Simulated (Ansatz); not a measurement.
# RhPb: the cost of one run

All numbers below are computed with Ansatz 0.2.0 (DFT, r2SCAN, no spin polarisation, plane waves, PAW).

**1. Geometry**

Symmetry: P4/nmm, No. 129, tetragonal system. Conventional cell: a = 4.194 Å, b = 4.194 Å, c = 5.299 Å, α = 90.00°, β = 90.00°, γ = 90.00°. Around Pb (site symmetry 4mm) lie 4 Rh at 2.44 Å. Rh (site symmetry -4m2) is surrounded by 4 Pb at 2.44 Å.

Its coordinates follow in the input file.

It starts from an earlier solution of the starting cell (checkpoint.read).

**2. The relaxation**

input.yaml reads:

```yaml
crystal:
  lattice:
    - [4.193864, 0.0, 0.0]
    - [0.0, 4.193864, 0.0]
    - [0.0, 0.0, 5.299312]
  atoms:
    - { symbol: Pb, position: [0.0, 0.5, 0.2351] }
    - { symbol: Pb, position: [0.5, 0.0, 0.7649] }
    - { symbol: Rh, position: [0.0, 0.0, 0.0] }
    - { symbol: Rh, position: [0.5, 0.5, 0.0] }
  symmetry: { tolerance: 0.0003 }
kpoints:
  mp_grid: { grid: [6, 6, 6], shift: [0, 0, 0] }
magnetization:
  spin_polarized: false
scf:
  occupations: { method: gaussian, width: 0.0317 }
  lower_state_search: "off"
hamiltonian:
  pseudopotentials: { kind: paw }
  xc: r2scan
basis:
  ecutwfc: 500
  fft_grid_basis: typed
relax:
  max_steps: 80
  cell: { p_target: 0.0 }
output:
  forces: true
  stress: true
  eigenvalues: true
  bader: true
  populations: true
  elf: true
  write_potential: true
  volumetric_format: npy
  dos:
    e_range: [-12, 8]
    de: 0.05
    projected: { site_lists: { Pb: [Pb], Rh: [Rh] } }
checkpoint:
  read: saved_state
```

Run with:

```sh
$ ansatz run input.yaml --threads 2 --pin off --max-ram 2560MiB --backend cpu --events-out ev --progress --plain --runs-dir out
```

Q: Estimate wall time and peak memory on 2 threads of Arm Neoverse V2, shared host.

About 3.7 min, with a peak of 0.69 GiB.
